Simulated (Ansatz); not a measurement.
Runs of Ansatz 0.2.0 on NiMoIrPdW. The structure is trigonal, space group P3m1 (No. 156). Conventional cell: a = 2.766 Å, b = 2.766 Å, c = 11.023 Å, α = 90.00°, β = 90.00°, γ = 120.00°. Ni (site symmetry 3m) has 3 Mo at 2.60 Å and 3 Pd at 2.71 Å and 6 Ni at 2.77 Å as nearest neighbours. Mo (site symmetry 3m) has 3 Ni at 2.60 Å and 6 Mo at 2.77 Å and 3 Ir at 2.82 Å as nearest neighbours. Around Pd (site symmetry 3m) lie 3 Ni at 2.71 Å and 3 W at 2.74 Å and 6 Pd at 2.77 Å. Around Ir (site symmetry 3m) lie 3 W at 2.74 Å and 6 Ir at 2.77 Å and 3 Mo at 2.82 Å. W (site symmetry 3m) is surrounded by 3 Pd at 2.74 Å and 3 Ir at 2.74 Å and 6 W at 2.77 Å. The cell was built by a generator and needn't be a form met in nature.

```csv
task,level,potentials or basis,cell,k mesh,cutoff (eV),points for each segment of the path,mesh quality,gap on the mesh (eV),pressure (GPa),moment (μB),relaxed volume (Å³/atom),largest force (eV/Å)
relaxation of cell and atoms,PBEsol+D3(BJ),Ansatz PAW,relaxed,8 × 8 × 2,420,-,not flagged,none,0.0,0.00,(a),-
single point,PBE,Ansatz NC with PseudoDojo standard (PBE files),as given,11 × 11 × 3,1400,-,not flagged,none,0.2,0.00,-,0.15
band structure,PBE,Ansatz PAW,as given,11 × 11 × 3,420,14,not flagged,none,0.1,0.00,-,0.16
single point,PBE,Ansatz PAW earlier set,as given,11 × 11 × 3,1080,-,not flagged,none,0.2,0.00,-,0.15
relaxation of cell and atoms,PBE,Ansatz PAW,relaxed,8 × 8 × 2,420,-,not flagged,none,0.0,0.00,(b),-
single point,r2SCAN0,Ansatz PAW,as given,5 × 5 × 1,500,-,coarse,none,-,1.24,-,1.40
```

Alike in all rows: spin collinear, ferromagnetic start; smearing fermi-dirac 0.05 eV.

Question: Fill in the values left out.

Answer: (a) 13.74; (b) 14.62.

Caveats: some runs use coarse meshes; the plane-wave basis is chosen anew once the cell has moved, so the energies of steps on either side of that aren't comparable (some runs); the PAW data sets come from PBE, with cores solved anew for the run's functional, which leaves a small shift of forces and pressure (some runs); pairwise dispersion overbinds metals, which lowers pressure and volume (some runs); the magnetic or orbital state may not be the lowest (some runs); forces of over 1 eV/Å show positions far from the minimum, so gaps and moduli don't describe the material at rest (some runs).

A k mesh can miss the band edges, and the runs leave out spin-orbit coupling on Ir, Mo, Pd, W.

A gap of «none» marks a metal or a gap under the smearing width.

Not every run made on this cell is shown here.
